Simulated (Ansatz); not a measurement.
# CH9GeNSi: the cost of one run

Program: Ansatz 0.2.0, Gaussian basis. Level of theory: the settings change from run to run. These are calculated values, not measurements.

### Step 1. The molecule

An earlier PBE0-D4 in a triple-zeta def2 set relaxation fixed the geometry.

SMILES `[CH3][GeH2][NH][SiH3]`, 13 atoms, charge 0, spin multiplicity 1.

Atoms are counted from 1 here; the program's logs count them from 0.

Bond lengths: C1–Ge2 1.947 Å, C1–H5 1.091 Å, C1–H6 1.091 Å, C1–H7 1.091 Å, Ge2–N3 1.846 Å, Ge2–H8 1.544 Å, Ge2–H9 1.541 Å, N3–Si4 1.714 Å, N3–H10 1.008 Å, Si4–H11 1.490 Å, Si4–H12 1.489 Å, Si4–H13 1.492 Å. Angles: Ge2–C1–H5 110.0°, Ge2–C1–H6 110.6°, Ge2–C1–H7 109.9°, H5–C1–H6 109.0°, H5–C1–H7 108.7°, H6–C1–H7 108.6°, C1–Ge2–N3 109.8°, C1–Ge2–H8 110.0°, C1–Ge2–H9 111.7°, N3–Ge2–H8 109.6°, N3–Ge2–H9 105.9°, H8–Ge2–H9 109.8°, Ge2–N3–Si4 126.4°, Ge2–N3–H10 114.4°, Si4–N3–H10 118.4°, N3–Si4–H11 112.1°, N3–Si4–H12 106.6°, N3–Si4–H13 113.9° and more.

### Step 2. rPW86-PBE/def2-mTZVP

Options: multiplicity 3.

in.yaml reads:

```yaml
crystal:
  periodic: [false, false, false]
  atoms:
    - {symbol: C, position_ang: [-0.163423, 1.854785, -0.807884]}
    - {symbol: Ge, position_ang: [-0.990200, 0.620776, 0.450504]}
    - {symbol: N, position_ang: [-0.456228, -1.105715, 0.074696]}
    - {symbol: Si, position_ang: [1.115343, -1.755458, 0.291146]}
    - {symbol: H, position_ang: [-0.461759, 1.603898, -1.826452]}
    - {symbol: H, position_ang: [-0.463553, 2.881716, -0.592066]}
    - {symbol: H, position_ang: [0.923024, 1.786961, -0.734081]}
    - {symbol: H, position_ang: [-0.582489, 0.985611, 1.894015]}
    - {symbol: H, position_ang: [-2.525858, 0.622879, 0.326605]}
    - {symbol: H, position_ang: [-1.212106, -1.739629, -0.133001]}
    - {symbol: H, position_ang: [1.579421, -2.511373, -0.906355]}
    - {symbol: H, position_ang: [2.025896, -0.600394, 0.520568]}
    - {symbol: H, position_ang: [1.232431, -2.678953, 1.457205]}
basis:
  gaussian: {orbitals: def2-mTZVP}
magnetization: {spin_polarized: true, initial_magnetization: 2}
hamiltonian: {xc: {name: rPW86-PBE}}
output: {forces: true}
```

On the command line:

```console
$ ansatz run in.yaml --threads 4 --pin off --events-out ev --progress --plain --max-ram 10444MiB
```

What time and memory should one allow on 4 threads of Intel Xeon 6975P-C, shared host?

About 4.2 s, with a peak of 0.38 GiB.
